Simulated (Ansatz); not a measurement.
Wanted: the native input for an Ansatz 0.2.0 run.

- Task: relaxation of cell and atoms
- Functional: PBE
- Potentials or basis: Ansatz PAW
- Cutoff: 420 eV (not typed: the program's choice for these potentials)
- k mesh: 7 × 7 × 7
- Occupations: fermi-dirac, width 0.05 eV
- Spin: no spin polarisation
- Hubbard terms: Mo d U = 4 eV
- Hubbard projectors: ortho-atomic (the default)
- Double counting: fll (the default)

MoI:

```
Mo I
1.0
     0.00000    3.17885    3.17885
     3.17885    0.00000    3.17885
     3.17885    3.17885    0.00000
Mo I
1 1
Direct
  0.00000 0.00000 0.00000
  0.75000 0.75000 0.75000
```

The cell was built by a generator and needn't be a form met in nature.

One way to write it, as run:

input.yaml

```yaml
crystal:
  lattice:
    - [0.0, 3.17885138, 3.17885138]
    - [3.17885138, 0.0, 3.17885138]
    - [3.17885138, 3.17885138, 0.0]
  atoms:
    - { symbol: Mo, position: [0.0, 0.0, 0.0] }
    - { symbol: I, position: [0.75, 0.75, 0.75] }
hamiltonian:
  xc: pbe
  pseudopotentials: { kind: paw }
  hubbard: { sites: [{ species: Mo, l: d, u_eff: 4.0 }] }
kpoints:
  mp_grid: { grid: [7, 7, 7] }
scf:
  occupations: { method: fermi_dirac, width: 0.05 }
output:
  forces: true
  stress: true
  eigenvalues: true
relax:
  f_tol: 0.01
  max_steps: 40
  cell: { stress_tol: 0.05 }
```

Potentials or basis: Ansatz PAW.

The run is started by

```bash
$ ansatz run input.yaml --threads 2 --pin off --max-ram 5632MiB --backend cpu --events-out ev --progress --plain --runs-dir out
```

It gave:

```json
{
  "Relaxed volume": "30.59 Å³/atom",
  "Relaxed cell": "a = 4.423 Å, b = 4.423 Å, c = 4.423 Å, α = 60.00°, β = 60.00°, γ = 60.00°",
  "Space group after relaxing (to 0.05 Å)": "F-43m (No. 216)",
  "Energy gained by relaxing": "11.4 meV/atom",
  "Ionic steps": "5",
  "Pressure after relaxing": "0.0 GPa",
  "Band gap on the k mesh": "none (metal or under the smearing width)"
}
```

Caveat: the plane-wave basis is chosen anew once the cell has moved, so the energies of steps on either side of that aren't comparable; an odd number of electrons without spin polarisation forces a metal; a magnetic or distorted state may lie lower; U without spin polarisation on a metal has little footing.

It took 11 s on 2 threads of Arm Neoverse V1 (shared host), peak memory 0.36 GiB.
